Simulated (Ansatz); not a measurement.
# HfC: the cost of one run

Computed with Ansatz 0.2.0 (DFT r2SCAN, scalar-relativistic, plane waves, PAW).

**1. Starting point**

The structure is hexagonal, space group P6_3/mmc (No. 194). The conventional cell has a = 3.343 Å, b = 3.343 Å, c = 5.203 Å, α = 90.00°, β = 90.00°, γ = 120.00°. Hf (site symmetry -6m2) is surrounded by 6 C at 2.33 Å. Around C (site symmetry -3m) lie 6 Hf at 2.33 Å.

Structure file:

```xyz
4
Lattice="3.3429 0.0000 0.0000 -1.6714 2.8950 0.0000 0.0000 0.0000 5.2027" Properties=species:S:1:pos:R:3 pbc="T T T"
Hf    1.6714    0.9650    3.9020
Hf    0.0000    1.9300    1.3007
C     0.0000    0.0000    0.0000
C     0.0000    0.0000    2.6014
```

The structure comes from the Materials Project (structure only).

**2. Functional and cell changed: r2SCAN**

Against the listed cell: strain xx, yy, zz, yz, xz, xy = +3.1, +3.1, -2.9, +0.0, +0.0, +0.0 %.

Input file input.yaml:

```yaml
crystal:
  lattice:
    - [3.446662044, 0.0, 0.0]
    - [-1.723331022, 2.9848968884, 0.0]
    - [0.0, 0.0, 5.0520954297]
  atoms:
    - { symbol: Hf, position: [0.66666667, 0.33333333, 0.75] }
    - { symbol: Hf, position: [0.33333333, 0.66666667, 0.25] }
    - { symbol: C, position: [0.0, 0.0, 0.0] }
    - { symbol: C, position: [0.0, 0.0, 0.5] }
basis:
  ecutwfc: 500
kpoints:
  mp_grid: { grid: [15, 15, 8] }
hamiltonian:
  xc: r2scan
scf:
  occupations: { method: gaussian, width: 0.1 }
output:
  forces: true
  stress: true
  eigenvalues: true
  populations: true
```

Q: Estimate wall time and peak memory on 1 thread of an x86-64 CPU, shared host.

About 48 s, with a peak of 0.67 GiB.
